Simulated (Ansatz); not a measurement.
# GaH8NSi: the cost of one run

All numbers below are computed with Ansatz 0.2.0 (RKS PBE0-D4/def2-SVP).

## Step 1: The starting structure

Bond lengths: Ga1–N2 2.280 Å, N2–H3 1.060 Å, N2–H4 1.060 Å, Ga1–H5 1.570 Å, Ga1–H6 1.570 Å, Ga1–Si7 2.630 Å, Si7–H8 1.460 Å, Si7–H9 1.460 Å, Si7–H10 1.460 Å. Angles (14 of 15 angles, heavy atoms first): N2–Ga1–Si7 71.6°, Ga1–N2–H3 120.0°, Ga1–N2–H4 120.0°, N2–Ga1–H5 120.0°, N2–Ga1–H6 120.0°, H5–Ga1–Si7 105.4°, H6–Ga1–Si7 92.8°, Ga1–Si7–H8 109.5°, Ga1–Si7–H9 109.5°, Ga1–Si7–H10 109.5°, H3–N2–H4 120.0°, H5–Ga1–H6 120.0°, H8–Si7–H9 109.4°, H8–Si7–H10 109.4°.

As a file:

```xyz
11

Ga    0.0000    0.0000    0.0000
N     0.0000    0.0000    2.2800
H    -0.8770   -0.2713    2.8100
H     0.8770    0.2713    2.8100
H     1.3596    0.0000   -0.7850
H    -1.3596    0.0000   -0.7850
Si   -0.3289    2.4741    0.8293
H    -1.6858    2.9154    0.5200
H    -0.1144    2.5370    2.2721
H     0.6306    3.3451    0.1568
H    -0.1699    1.2781    2.0507
```

## Step 2: Pulling towards end A

Springs on the bonds that form and break draw the guess towards this end; the thresholds are loose.

input.yaml

```yaml
crystal:
  periodic: [false, false, false]
  atoms:
    - { symbol: Ga, position_ang: [0.0, 0.0, 0.0] }
    - { symbol: "N", position_ang: [0.0, 0.0, 2.28] }
    - { symbol: H, position_ang: [-0.877, -0.2713, 2.81] }
    - { symbol: H, position_ang: [0.877, 0.2713, 2.81] }
    - { symbol: H, position_ang: [1.3596, 0.0, -0.785] }
    - { symbol: H, position_ang: [-1.3596, 0.0, -0.785] }
    - { symbol: Si, position_ang: [-0.3289, 2.4741, 0.8293] }
    - { symbol: H, position_ang: [-1.6858, 2.9154, 0.52] }
    - { symbol: H, position_ang: [-0.1144, 2.537, 2.2721] }
    - { symbol: H, position_ang: [0.6306, 3.3451, 0.1568] }
    - { symbol: H, position_ang: [-0.1699, 1.2781, 2.0507] }
basis:
  gaussian: { orbitals: def2-SVP }
hamiltonian:
  xc: pbe0
  dispersion: d4
relax:
  f_tol: 0.15
  max_steps: 25
  restrain:
    - { distance: [0, 6], at: 3.53, k: 30.0 }
    - { distance: [10, 1], at: 2.26, k: 30.0 }
    - { distance: [0, 1], at: 1.93, k: 30.0 }
    - { distance: [10, 6], at: 1.46, k: 30.0 }
output:
  orbitals: {}
```

On the command line:

```
ansatz run input.yaml --threads 2 --pin off --max-ram 3072MiB --backend cpu --events-out ev --progress --plain --runs-dir out
```

**Question.** How long does this run take on 2 threads of Arm Neoverse V1, shared host, and how much memory does it need?

About 34 s, with a peak of 0.23 GiB.
